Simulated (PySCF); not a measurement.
**Solver options tried on MoCl3 (quartet)**

Aim: find out which solver settings change the answer for MoCl3 (quartet).

The runs use PySCF 2.14.0; method and basis as typed in the scripts.

### 1 The system as given

MoCl3 (quartet): 4 atoms, charge 0, spin multiplicity 4.

Bond lengths: Mo1–Cl2 2.322 Å, Mo1–Cl3 2.322 Å, Mo1–Cl4 2.322 Å. Angles: Cl2–Mo1–Cl3 120.0°, Cl2–Mo1–Cl4 120.0°, Cl3–Mo1–Cl4 120.0°.

Geometry (Å):

```xyz
4
charge 0, multiplicity 4
Mo    0.0000    0.0000    0.0000
Cl    2.3223    0.0000    0.0000
Cl   -1.1611    2.0112    0.0000
Cl   -1.1612   -2.0112    0.0000
```

### 2 The base run

Contents of input.py:

```python
from pyscf import gto, scf, mp

mol = gto.M(
    atom='Mo 0 0 0; Cl 2.3223 0 0; Cl -1.1611 2.0112 0; Cl -1.1612 -2.0112 0',
    basis='def2-svp',
    ecp={'Mo': 'def2-svp'},
    charge=0,
    spin=3,
    symmetry=True,
    verbose=4,
)
mf = scf.UHF(mol)
mf = mf.newton()
mf.kernel()
mp.MP2(mf, frozen=15).kernel()
mf.dip_moment()
print('orbital energies (hartree):', [e[max(0, n-3):n+3].round(4) for e, n in zip(mf.mo_energy, mol.nelec)])
```

On the command line:

```console
$ OMP_NUM_THREADS=1 python input.py
```

The log of this run is left out.

Base result: E(SCF) = -1445.759622 Eh, 3 macro-iterations, E(MP2) − E(SCF) = -0.65880 Eh, ⟨S²⟩ = 3.794, μ = 0.00 D (of the SCF density).

No search for the lowest state was made; open d or f shells can end in a higher solution. The quartet is typed in the script; nothing here shows that it is the ground state.

### 3 Initial guess 1e

Variant 1 changes initial guess: minao → 1e.

Contents of input.py:

```python
from pyscf import gto, scf, mp

mol = gto.M(
    atom='Mo 0 0 0; Cl 2.3223 0 0; Cl -1.1611 2.0112 0; Cl -1.1612 -2.0112 0',
    basis='def2-svp',
    ecp={'Mo': 'def2-svp'},
    charge=0,
    spin=3,
    symmetry=True,
    verbose=4,
)
mf = scf.UHF(mol)
mf.init_guess = '1e'
mf = mf.newton()
mf.kernel()
mp.MP2(mf, frozen=15).kernel()
mf.dip_moment()
print('orbital energies (hartree):', [e[max(0, n-3):n+3].round(4) for e, n in zip(mf.mo_energy, mol.nelec)])
```

On the command line:

```console
$ OMP_NUM_THREADS=1 python input.py
```

### 4 Point-group symmetry off

Variant 2 changes point-group symmetry: on → off.

input.py: that of step 2 with these lines changed.

```diff
@@ -8,3 +8,2 @@
     spin=3,
-    symmetry=True,
     verbose=4,
```

Before running it: what results should come out? Wanted: for each run, E(SCF); from base; gap, α spin; SCF dipole; after the SCF.

As calculated:

```csv
run,E(SCF) (hartree),from base (eV),cycles,"gap, α spin (eV)",SCF dipole (D),after the SCF
base,-1445.759622,0,3 macro,11.15,0.00,"MP2 correlation -17.927 eV, core frozen"
initial guess 1e,-1445.654775,+2.8530,11 macro,8.44,0.00,"MP2 correlation -17.734 eV, core frozen"
point-group symmetry off,-1445.759622,0.0000,3 macro,11.15,0.00,"MP2 correlation -17.927 eV, core frozen"
```

Distance from each run's final energy (log10 hartree) by cycle:

```csv
run,cycle 1,cycle 2,cycle 3,cycle 5,cycle 8,cycle 12
base,-2.7,-9.3,< -11,done,done,done
initial guess 1e,0.6,0.2,0.0,-0.6,-2.0,done
point-group symmetry off,-2.7,-9.3,< -11,done,done,done
```

In words: The SCF energy stays the same, to the digits that matter, with point-group symmetry off. With initial guess 1e the SCF ends in another solution, 2.85 eV higher: the path to self-consistency decides the state here. The dearest run is “initial guess 1e”, at 16 s against 5.4 s.
